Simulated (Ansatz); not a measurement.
# CH2FNSSi: the cost of one run

Computed with Ansatz 0.2.0, Gaussian basis. Level: the settings change from run to run.

## (1) The molecule

The structure was relaxed beforehand with PBE0-D4 in a triple-zeta def2 set.

SMILES `F[SiH]1N=C1S`, 7 atoms, charge 0, spin multiplicity 1.

Atoms are counted from 1 here; the program's logs count them from 0.

Bond lengths: F1–Si2 1.585 Å, Si2–N3 1.741 Å, Si2–C4 1.759 Å, Si2–H6 1.466 Å, N3–C4 1.301 Å, C4–S5 1.714 Å, S5–H7 1.350 Å. Angles: F1–Si2–N3 120.0°, F1–Si2–C4 122.5°, F1–Si2–H6 107.9°, N3–Si2–C4 43.6°, N3–Si2–H6 122.8°, C4–Si2–H6 126.5°, Si2–N3–C4 68.9°, Si2–C4–N3 67.4°, Si2–C4–S5 160.7°, N3–C4–S5 131.8°, C4–S5–H7 95.9°.

## (2) LC-wPBE/aug-cc-pVTZ

Set apart from the defaults: finite nuclei, high accuracy, the search for lower states set to off.

Contents of in.yaml:

```yaml
crystal:
  periodic: [false, false, false]
  atoms:
    - {symbol: F, position_ang: [-2.420202, 0.296619, 0.303489]}
    - {symbol: Si, position_ang: [-0.890679, 0.591790, 0.594749]}
    - {symbol: N, position_ang: [0.226731, 0.775144, -0.727547]}
    - {symbol: C, position_ang: [0.406538, -0.359534, -0.117321]}
    - {symbol: S, position_ang: [1.483840, -1.659109, -0.415251]}
    - {symbol: H, position_ang: [-0.812019, 1.396256, 1.818114]}
    - {symbol: H, position_ang: [2.067190, -1.109267, -1.501832]}
basis:
  gaussian: {orbitals: aug-cc-pVTZ, nuclear_model: gaussian}
hamiltonian: {xc: {name: LC-wPBE}}
accuracy: high
scf: {lower_state_search: off}
output: {forces: true}
```

Launch:

```
$ ansatz run in.yaml --threads 2 --pin off --events-out ev --progress --plain --max-ram 4352MiB
```

**Question.** How long does this run take on 2 threads of Arm Neoverse V2, shared host, and how much memory does it need?

About 47 s, with a peak of 2 GiB.
